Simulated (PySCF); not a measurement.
# CH4BrFGe: the cost of one run

Computed with PySCF 2.14.0, with density-fitted response routines of our own, on a single molecule in the gas phase. Atoms are numbered from 0 throughout.

### Step 1. The starting structure

8 atoms, charge 0, multiplicity 1; geometry from: PBE0-D3(BJ)/def2-SVP.

Bonds of the start (Å): F0–C1 1.38, C1–Ge2 1.97, Ge2–Br3 2.31, C1–H4 1.10, C1–H5 1.10, Ge2–H6 1.54, Ge2–H7 1.53.

### Step 2. X-ray photoelectron lines: SCAN, X2C

What the job is given:

```
{"job": {"kind": "xps"}, "charge": 0, "multiplicity": 1}
F     -1.716256    -1.037633     0.298429
C     -0.986220    -0.072694    -0.354956
Ge     0.836621    -0.052568     0.381903
Br     1.923388     1.678649    -0.702132
H     -0.955211    -0.293361    -1.434957
H     -1.458085     0.913987    -0.216252
H      1.597393    -1.350070     0.075069
H      0.834863     0.260108     1.884515
```

With the program's defaults for keys left out, this is: delta-SCF UKS SCAN, pcX-2 on the ionised atom, pcseg-1 elsewhere, spin-free X2C.

Run with:

```console
> OMP_NUM_THREADS=1 python probes_run.py task.json out
```

One launch serves the whole session: the jobs run in the order shown.

**Question.** How long does this first job take on 1 thread of Arm Neoverse V1, shared host, and how much memory does it need?

About 9.2 s, with a peak of 0.39 GiB.
